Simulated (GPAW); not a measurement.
**C2H3BO (SMILES BC=C=O): LDA (PW92)/sz(dzp) (scalar-relativistic datasets)**

Wanted: ionisation energies of C2H3BO. Input form: an ASE script.

The calculation is run with GPAW 26.7.0.

5 further runs of the same task are left out: 2 that didn't finish, 3 set aside as unsound or not needed.

## Step 1: The molecule

C2H3BO has 7 atoms, charge 0, and is taken as a singlet. As SMILES, `BC=C=O`. The coordinates come from a GFN2-xTB relaxation.

Bond lengths: B1–C2 1.519 Å, C2–C3 1.302 Å, C3–O4 1.156 Å, B1–H5 1.167 Å, B1–H6 1.169 Å, C2–H7 1.076 Å. Angles: B1–C2–C3 119.1°, C2–C3–O4 175.9°, B1–C2–H7 121.9°, C3–C2–H7 118.9°, C2–B1–H5 118.6°, C2–B1–H6 120.3°, H5–B1–H6 121.1°.

## Step 2: Ionisation energies at LDA (PW92)/sz(dzp) (scalar-relativistic datasets)

The input, molecule.xyz:

```xyz
7

B     -0.673800     0.836450    -0.190680
C      0.492120    -0.130390    -0.301150
C      0.573740    -1.123790     0.536690
O      0.575310    -1.978240     1.315520
H     -0.739760     1.721510    -0.949200
H     -1.483850     0.691990     0.639700
H      1.256240    -0.017530    -1.050870
```

The input, ipea.py:

```python
from ase.io import read
from gpaw import GPAW

# Set up the molecule
atoms = read('molecule.xyz')
atoms.center(vacuum=4.5)

energies = {}
for name, charge, unpaired in [('neutral', 0, 0), ('oxidised', 1, 1)]:
    atoms.set_initial_magnetic_moments([unpaired / len(atoms)] * len(atoms))
    dft = GPAW(mode='lcao',
               basis='sz(dzp)',
               h=0.25,
               xc='LDA',
               charge=charge,
               occupations={'name': 'fermi-dirac', 'width': 0.0, 'fixmagmom': unpaired > 0},
               maxiter=100,
               symmetry='off',
               txt='-')
    atoms.calc = dft
    energies[name] = atoms.get_potential_energy()
    print(f'{name:10} {energies[name]:12.5f} eV')

ip = energies['oxidised'] - energies['neutral']
print(f'Vertical IP = {ip:.3f} eV')
```

Launch:

```bash
$ python3 ipea.py
```

Q: Predict the results. Wanted: first ionisation energy.

**Answer.** As computed:

Level: LDA (PW92)/sz(dzp) (scalar-relativistic datasets).

| quantity | value |
| --- | --- |
| first ionisation energy | 13.24 eV |
